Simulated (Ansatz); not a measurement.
# CH₄AlBO: small, medium and large basis sets

The task here is to estimate one member of a computed series from the others.

Program: Ansatz 0.2.0, Gaussian basis. Level of theory: one geometry, several basis sets. These are calculated values, not measurements.

The runs, in order: PBE0-D4/def2-SVP; ωB97M-V/def2-SVP; PBE0-D4/def2-QZVPP; ωB97M-V/def2-QZVPP; the functionals' def2-TZVPP values are taken from earlier runs.

1 further run of the same task is left out (it didn't finish).

## The relaxed structure

The geometry comes from an earlier relaxation with PBE0-D4 in a triple-zeta def2 set; it is a stationary point, not always the lowest conformer.

8 atoms, charge 0, spin multiplicity 1.

Atoms are counted from 1 here; the program's logs count them from 0.

Bond lengths: B1–C2 1.472 Å, B1–Al4 2.123 Å, B1–H5 1.209 Å, B1–H6 1.201 Å, C2–O3 1.138 Å, Al4–H7 1.592 Å, Al4–H8 1.588 Å. Angles: C2–B1–Al4 103.7°, C2–B1–H5 109.7°, C2–B1–H6 111.9°, Al4–B1–H5 100.4°, Al4–B1–H6 111.3°, H5–B1–H6 118.4°, B1–C2–O3 176.4°, B1–Al4–H7 123.2°, B1–Al4–H8 117.5°, H7–Al4–H8 119.1°.

Set-up of the first run:

Contents of in.yaml:

```yaml
crystal:
  periodic: [false, false, false]
  atoms:
    - {symbol: B, position_ang: [-0.047022, 0.832443, 0.245142]}
    - {symbol: C, position_ang: [1.392550, 0.750148, -0.049890]}
    - {symbol: O, position_ang: [2.498301, 0.614904, -0.282960]}
    - {symbol: Al, position_ang: [-0.748797, -1.136551, -0.127916]}
    - {symbol: H, position_ang: [-0.610450, 1.436451, -0.637961]}
    - {symbol: H, position_ang: [-0.253297, 1.160420, 1.382073]}
    - {symbol: H, position_ang: [0.043157, -2.190448, -1.019688]}
    - {symbol: H, position_ang: [-2.182242, -1.524669, 0.435599]}
basis:
  gaussian: {orbitals: def2-SVP}
hamiltonian: {xc: pbe0, dispersion: d4}
output: {orbitals: {seedname: orbitals}}
```

Started as:

```console
> ansatz run in.yaml --threads 2 --pin off --events-out ev --progress --plain --max-ram 4352MiB
```

Steps of the session up to this table: PBE0-D4 in def2-SVP; ωB97M-V in def2-SVP; PBE0-D4 in def2-QZVPP; ωB97M-V in def2-QZVPP.

One of the session's tables, all rows but one given; the rest of the session is left out.

It belongs to the step «Functionals by basis». 

```
functional       basis  HOMO (eV)  LUMO (eV)
   PBE0-D4    def2-SVP      -7.31      -1.54
   PBE0-D4  def2-TZVPP      -7.34      -1.57
   PBE0-D4  def2-QZVPP      -7.35      -1.60
   ωB97M-V    def2-SVP      -9.25       0.17
   ωB97M-V  def2-TZVPP      -9.33       0.05
   ωB97M-V  def2-QZVPP          ?          ?
```

Q: Estimate the row for ωB97M-V, def2-QZVPP from the others.

As computed: HOMO (eV): -9.33; LUMO (eV): -0.11.
